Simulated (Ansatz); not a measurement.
Working through cell relaxations under several functionals of Pd3PbC, space group Pm-3m

Program: Ansatz 0.2.0 through its Python package.

Notebook, run cell by cell (the value of a cell's last expression is shown):

```python
import ansatz as az
import numpy as np

def edges_and_angles(cell):
    cell = np.asarray(cell)
    a, b, c = np.linalg.norm(cell, axis=1)
    cosines = cell[1] @ cell[2] / (b * c), cell[0] @ cell[2] / (a * c), cell[0] @ cell[1] / (a * b)
    return (a, b, c, *np.degrees(np.arccos(cosines)))
```

```python
cell = (
    az.Lattice.of((4.298945, 0.0, 0.0), (0.0, 4.298945, 0.0), (0.0, 0.0, 4.298945))
    .atom("Pd", (0.0, 0.5, 0.5))
    .atom("Pd", (0.5, 0.5, 0.0))
    .atom("Pd", (0.5, 0.0, 0.5))
    .atom("Pb", (0.0, 0.0, 0.0))
    .atom("C", (0.5, 0.5, 0.5))
)
```

```python
len(cell.resolved().sites)
```

    5

```python
calc = cell.calculation()
calc = calc.basis(470)
calc = calc.kpoints(6, 6, 6, center="gamma")
calc = calc.occupations("Methfessel-Paxton", width=100 * az.meV)
calc = calc.relax(cell=True, force_tolerance=0.03)
```

```python
levels = [("revpbe", "d3bj"), ("pbe", "d3bj"), ("r2scan", "rvv10"), ("pbesol", "none")]
print("level            a       b       c    alpha   beta  gamma  V/atom  steps")
for name, dispersion in levels:
    seen = []
    run = calc.functional(name, dispersion=dispersion).session().plan()
    res = run.execute(on_event=lambda e: seen.append(e) if e["event"] == "relax_step" else None)
    cell = res.lattice.cell_ang
    label = name if dispersion == "none" else f"{name}+{dispersion}"
    print("{:13s} {:7.4f} {:7.4f} {:7.4f} {:6.2f} {:6.2f} {:6.2f}".format(label, *edges_and_angles(cell)), f"{abs(np.linalg.det(cell)) / len(res.lattice.sites):7.3f} {len(seen):5d}")
```

    level            a       b       c    alpha   beta  gamma  V/atom  steps
    revpbe+d3bj    4.2153  4.2153  4.2153  90.00  90.00  90.00  14.980     5
    pbe+d3bj       4.2358  4.2358  4.2358  90.00  90.00  90.00  15.200     5
    DeckWarning: basis.ecutwfc = 470 eV is below the records' recommended 500 eV, and the density's cutoff is lower with it unless basis.ecutrho_ratio is high enough to keep the records' density cutoff: compare with a run at a higher cutoff
    r2scan+rvv10   4.2403  4.2403  4.2403  90.00  90.00  90.00  15.249     5
    pbesol         4.2206  4.2206  4.2206  90.00  90.00  90.00  15.037     5

From smallest to largest: revPBE+D3BJ (14.98 Å³ an atom, -5.7 % against the start), PBEsol (15.04 Å³ an atom, -5.4 % against the start), PBE+D3BJ (15.20 Å³ an atom, -4.3 % against the start) and r2SCAN+RVV10 (15.25 Å³ an atom, -4.0 % against the start). The spread is 1.8 % in volume.

Reading the output:
- The cutoff lies under the one recommended for these potentials in some of the runs.
- Forces vanish by symmetry, so the ions can't move, and the end may be a saddle.
- Dispersion corrections can be off by several per cent in the lattices of metals, and by several GPa in the pressure at a fixed cell.
- For a metal this k-point mesh is coarse: on a finer one energies can move by several to tens of meV an atom and pressures by half a GPa or more, differences at one mesh by less.
- Spin-orbit coupling, which matters for elements this heavy, is left out.
- The structure comes from a database of computed cells and needn't be a stable or known phase.
- Warnings are shown shortened and without file and line.
- Hardware and time: 88 s on 1 thread of Arm Neoverse V2, with other jobs on the host, peak memory 0.73 GiB.
